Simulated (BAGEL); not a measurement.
# One shape, several levels: doublet [As2]−

We compute a comparison of 3 runs (UHF/3-21G, ROHF/6-31G*, CASPT2(11,8)/def2-TZVPPD) of doublet [As2]−. 

The results are computed with BAGEL 1.2.2.

4 further runs of the same task are left out: 4 set aside as unsound or not needed.

### 1 The molecule

[As2]−: 2 atoms, total charge -1, spin state doublet. SMILES of the parent species: `[As]#[As]`. The coordinates come from a PBE0-D4/def2-TZVP relaxation. That shape belongs to the parent species and isn't relaxed for this state.

Bond lengths: As1–As2 2.089 Å.

### 2 A single-point energy at UHF/3-21G (density fitting with cc-pvqz-jkfit) (run 1)

input.json

```json
{ "bagel" : [

{
  "title" : "molecule",
  "basis" : "3-21g",
  "df_basis" : "cc-pvqz-jkfit",
  "angstrom" : true,
  "geometry" : [
    { "atom" : "As", "xyz" : [    0.000000,    0.000000,    0.002480 ] },
    { "atom" : "As", "xyz" : [    0.000000,    0.000000,    2.091490 ] }
  ]
},
{
  "title" : "uhf",
  "charge" : -1,
  "nopen" : 1
},
{
  "title" : "print",
  "file" : "orbitals.molden",
  "orbitals" : true
}

]}
```

The run is started by

```console
BAGEL_NUM_THREADS=1 BAGEL input.json > input.out
```

What it wrote:

```text
* using 1 threads per process

  ===============================================================
  ===============================================================

  *** Geometry ***

  { "atom" : "As", "xyz" : [      0.000000,      0.000000,      0.004687 ] },
  { "atom" : "As", "xyz" : [      0.000000,      0.000000,      3.952343 ] },

  Number of auxiliary basis functions:      436

  Since a DF basis is specified, we compute 2- and 3-index integrals:
    o Being stored without compression. Storage requirement is 0.007 GB

  Number of basis functions:       44
  Number of electrons      :       66

    * METHOD: MOLECULE                             0.14

  *** Open-shell HF ***

  === Nuclear Repulsion ===
   275.8598486458

      * DIIS with orbital gradients will be used.

  === UHF iteration (3-21g) ===
      0      -4446.83662900          0.00513097           0.08
      1      -4446.84440067          0.00119533           0.08
      2      -4446.84497185          0.00035237           0.08
      3      -4446.84505035          0.00004321           0.08
      4      -4446.84505480          0.00000940           0.08
      5      -4446.84505548          0.00000256           0.08
      6      -4446.84505557          0.00000020           0.08
      7      -4446.84505557          0.00000004           0.08
      8      -4446.84505557          0.00000000           0.08
    * SCF iteration converged.

    * S^2 (UHF) is 0.7537

    * Permanent dipole moment:
           (    0.000000,     0.000000,     0.000000) a.u.

    * METHOD: UHF                                  0.78

    * METHOD: PRINT                                0.01

  ===============================================================
```

It took 1.1 s on 1 thread of Arm Neoverse V1, shared host.

### 3 A single-point energy at ROHF/6-31G(d) (density fitting with cc-pvqz-jkfit, spherical functions) (run 2)

input.json

```json
{ "bagel" : [

{
  "title" : "molecule",
  "basis" : "6-31gs.json",
  "df_basis" : "cc-pvqz-jkfit",
  "angstrom" : true,
  "geometry" : [
    { "atom" : "As", "xyz" : [    0.000000,    0.000000,    0.002480 ] },
    { "atom" : "As", "xyz" : [    0.000000,    0.000000,    2.091490 ] }
  ]
},
{ "title" : "rohf", "charge" : -1, "nopen" : 1 },
{ "title" : "print", "file" : "orbitals.molden", "orbitals" : true }

]}
```

The basis set 6-31G* is read from a file made from the Basis Set Exchange's data (not shown).

The run is started by

```console
BAGEL_NUM_THREADS=1 BAGEL input.json > input.out
```

What it wrote:

```text
* using 1 threads per process

  ===============================================================
  ===============================================================

  *** Geometry ***

  { "atom" : "As", "xyz" : [      0.000000,      0.000000,      0.004687 ] },
  { "atom" : "As", "xyz" : [      0.000000,      0.000000,      3.952343 ] },

  Number of auxiliary basis functions:      436

  Since a DF basis is specified, we compute 2- and 3-index integrals:
    o Being stored without compression. Storage requirement is 0.014 GB

  Number of basis functions:       64
  Number of electrons      :       66

    * METHOD: MOLECULE                             0.21

  *** Open-shell HF ***

  === Nuclear Repulsion ===
   275.8598486458

      * DIIS with orbital gradients will be used.

  === ROHF iteration (6-31gs.json) ===
      0      -4467.77636477          0.01702902           0.12
      1      -4467.81513311          0.01169098           0.12
      2      -4467.82092300          0.00626075           0.12
      3      -4467.82279241          0.00042565           0.11
      4      -4467.82283571          0.00015175           0.12
      5      -4467.82284141          0.00001290           0.11
      6      -4467.82284168          0.00000239           0.11
      7      -4467.82284169          0.00000035           0.11
      8      -4467.82284169          0.00000015           0.12
      9      -4467.82284169          0.00000001           0.11
    * SCF iteration converged.

    * S^2 (ROHF) is 0.7500

    * Permanent dipole moment:
           (    0.000000,     0.000000,    -0.000000) a.u.

    * METHOD: ROHF                                 1.29

    * METHOD: PRINT                                0.01

  ===============================================================
```

Run time: 1.6 s. Hardware: 1 thread of Arm Neoverse V1, shared host.

### 4 A single-point energy at CASPT2(11,8)/def2-TZVPPD (density fitting with cc-pvqz-jkfit) (run 3)

caspt2.json

```json
{ "bagel": [

{
  "title": "molecule",
  "basis": "def2-tzvppd.json",
  "df_basis": "cc-pvqz-jkfit",
  "angstrom": true,
  "geometry": [
    { "atom": "As", "xyz": [       0.000000,       0.000000,       0.002480 ] },
    { "atom": "As", "xyz": [       0.000000,       0.000000,       2.091490 ] }
  ]
},

{
  "title": "hf"
},

{
  "title": "casscf",
  "nstate": 1,
  "nact": 8,
  "nclosed": 28,
  "charge": -1,
  "nspin": 1,
  "maxiter": 200,
  "natocc": true
},

{
  "title": "print",
  "file": "orbitals.molden",
  "orbitals": true
},

{
  "title": "smith",
  "method": "caspt2",
  "ms": true,
  "xms": true,
  "sssr": true,
  "shift": 0.0,
  "ncore": 18
}

]}
```

The basis set def2-TZVPPD is read from a file made from the Basis Set Exchange's data (not shown).

The run is started by

```console
BAGEL_NUM_THREADS=1 BAGEL caspt2.json > caspt2.out
```

What it wrote:

```text
* using 1 threads per process

  ===============================================================
  ===============================================================

  *** Geometry ***

  { "atom" : "As", "xyz" : [      0.000000,      0.000000,      0.004687 ] },
  { "atom" : "As", "xyz" : [      0.000000,      0.000000,      3.952343 ] },

  Number of auxiliary basis functions:      436

  Since a DF basis is specified, we compute 2- and 3-index integrals:
    o Being stored without compression. Storage requirement is 0.041 GB

  Number of basis functions:      108
  Number of electrons      :       66

    * METHOD: MOLECULE                             0.27

  *** RHF ***

  === Nuclear Repulsion ===
   275.8598486458

      * DIIS with orbital gradients will be used.

[... 6 lines left out ...]
    * SCF iteration converged.
[... 1 line left out ...]
    * Permanent dipole moment:
[... 22 lines left out ...]
    * Second-order optimization converged. *
[... 11 lines left out ...]
     * ci vector, state   0, <S^2> = 0.7500
[... 11 lines left out ...]
    * METHOD: CASSCF                               6.41

    * METHOD: PRINT                                0.03

  === SMITH program ===

    * freezing 18 orbitals

    * Approximate memory requirement for SMITH calulation per MPI process:
      o Storage requirement for T-amplitude, lambda, and residual is 0.02 GB
      o Storage requirement for MO integrals is 0.02 GB
    * Calculating and saving rdm4f

    * Zeroth order energy : state  0       -2.5824651759

    * CASPT2 iteration is performed using redundant basis

      ---- iteration ----

        0    -0.47250026     0.00294806      0.28
        1    -0.47338322     0.00025610      0.29
        2    -0.47339842     0.00003140      0.29
        3    -0.47339857     0.00000322      0.30
        4    -0.47339857     0.00000050      0.31

      -------------------

    * CASPT2 energy : state  0    -4468.9459213647
        reference weight              0.8642790667

    * METHOD: SMITH                                2.89

  ===============================================================
```

Run time: 11 s. Hardware: 1 thread of Arm Neoverse V1, shared host; peak memory 0.25 GiB.

### 5 Overview of the runs

| run | level | iteration cap | active rule | energy (Eh) | ⟨S²⟩ | wall time |
| --- | --- | --- | --- | --- | --- | --- |
| 1 | UHF/3-21G (density fitting with cc-pvqz-jkfit) | – | – | -4446.845056 | 0.754 | 1.1 s |
| 2 | ROHF/6-31G* (density fitting with cc-pvqz-jkfit, spherical functions) | – | – | -4467.822842 | 0.750 | 1.6 s |
| 3 | CASPT2(11,8)/def2-TZVPPD (density fitting with cc-pvqz-jkfit) | 200 | valence | -4468.945921 | – | 11 s |

### 6 Results

| quantity | value |
| --- | --- |
| run 3: total energy | -4468.94592 Eh |

All runs together took 14 s, the longest 11 s.
